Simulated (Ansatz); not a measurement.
# C2H6BrNSi: basis-set convergence

The task here is to estimate one member of a computed series from the others.

Program: Ansatz 0.2.0, Gaussian basis. Level of theory: one geometry, several basis sets. These are calculated values, not measurements.

Plan: PBE0-D4/def2-SVP; ωB97M-V/def2-SVP; PBE0-D4/def2-QZVPP; ωB97M-V/def2-QZVPP; the functionals' def2-TZVPP values are taken from earlier runs.

## The geometry

An earlier PBE0-D4 in a triple-zeta def2 set relaxation fixed the geometry.

SMILES `C[Si]1(Br)CN1`, 11 atoms, charge 0, spin multiplicity 1.

Atoms are counted from 1 here; the program's logs count them from 0.

Bond lengths: C1–Si2 1.851 Å, C1–H6 1.092 Å, C1–H7 1.092 Å, C1–H8 1.092 Å, Si2–Br3 2.212 Å, Si2–C4 1.822 Å, Si2–N5 1.695 Å, C4–N5 1.505 Å, C4–H9 1.091 Å, C4–H10 1.087 Å, N5–H11 1.007 Å. Angles: Si2–C1–H6 110.7°, Si2–C1–H7 110.4°, Si2–C1–H8 109.7°, H6–C1–H7 108.1°, H6–C1–H8 109.0°, H7–C1–H8 108.9°, C1–Si2–Br3 109.7°, C1–Si2–C4 123.2°, C1–Si2–N5 123.5°, Br3–Si2–C4 122.3°, Br3–Si2–N5 115.9°, C4–Si2–N5 50.5°, Si2–C4–N5 60.4°, Si2–C4–H9 118.0°, Si2–C4–H10 124.2°, N5–C4–H9 116.8°, N5–C4–H10 114.1°, H9–C4–H10 112.7° and more.

Set-up of the first run:

File in.yaml:

```yaml
crystal:
  periodic: [false, false, false]
  atoms:
    - {symbol: C, position_ang: [-1.091657, -0.989265, 0.831525]}
    - {symbol: Si, position_ang: [0.489599, -0.208053, 0.268211]}
    - {symbol: Br, position_ang: [2.178850, -1.012950, 1.447428]}
    - {symbol: C, position_ang: [0.563070, 1.413921, -0.557559]}
    - {symbol: N, position_ang: [0.826063, 0.162459, -1.351456]}
    - {symbol: H, position_ang: [-1.244301, -0.824627, 1.899819]}
    - {symbol: H, position_ang: [-1.068965, -2.066816, 0.655011]}
    - {symbol: H, position_ang: [-1.930999, -0.557906, 0.281752]}
    - {symbol: H, position_ang: [-0.376814, 1.932032, -0.753179]}
    - {symbol: H, position_ang: [1.412195, 2.090738, -0.500465]}
    - {symbol: H, position_ang: [0.308459, 0.003569, -2.200587]}
basis:
  gaussian: {orbitals: def2-SVP}
hamiltonian: {xc: pbe0, dispersion: d4}
output: {orbitals: {seedname: orbitals}}
```

Command:

```
$ ansatz run in.yaml --threads 4 --pin off --events-out ev --progress --plain --max-ram 10444MiB
```

Among the steps run: PBE0-D4 in def2-SVP; ωB97M-V in def2-SVP; PBE0-D4 in def2-QZVPP; ωB97M-V in def2-QZVPP.

One table of the session follows, with a row left open; its other results are not shown here.

It belongs to the step «Density functionals: the series». 

```
functional       basis  HOMO (eV)  LUMO (eV)
   PBE0-D4    def2-SVP      -6.72       0.70
   PBE0-D4  def2-TZVPP      -6.85       0.32
   PBE0-D4  def2-QZVPP      -6.88       0.07
   ωB97M-V    def2-SVP      -8.98       2.61
   ωB97M-V  def2-TZVPP          ?          ?
   ωB97M-V  def2-QZVPP      -9.15       1.38
```

Estimate the missing values for ωB97M-V, def2-TZVPP.

As computed: HOMO (eV): -9.12; LUMO (eV): 2.02. In the column «HOMO (eV)» it lies between ωB97M-V, def2-QZVPP (-9.15) and ωB97M-V, def2-SVP (-8.98).
